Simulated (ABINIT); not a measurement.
BSe:

```xyz
4
Lattice="3.2707 0.0000 0.0000 -1.6354 2.8325 0.0000 0.0000 0.0000 7.2365" Properties=species:S:1:pos:R:3 pbc="T T T"
B     0.0000    1.8884    2.7374
B     1.6354    0.9442    6.3557
Se    0.0000    1.8884    7.1992
Se    1.6354    0.9442    3.5810
```

The cell was built by a generator and needn't be a form met in nature.

Base run:

- Program: ABINIT 10.8.3 (patched build)
- Functional: PBE
- Potentials or basis: PseudoDojo NC SR PBE v0.4.1 standard
- Cutoff: 1170 eV
- k mesh: 7 × 7 × 3
- Occupations: fermi-dirac, width 0.05 eV
- Spin: no spin polarisation

Its results: band gap on the k mesh none (metal or under the smearing width); pressure 0.3 GPa; largest force 0.105 eV/Å.

Question: The run is repeated on the same cell with these changes: functional from PBE to LDA; potentials or basis from PseudoDojo NC SR PBE v0.4.1 standard to PseudoDojo NC SR LDA v0.4.1 standard. What comes out?

Answer: Band gap on the k mesh none (metal or under the smearing width); pressure -4.7 GPa; largest force 0.255 eV/Å.
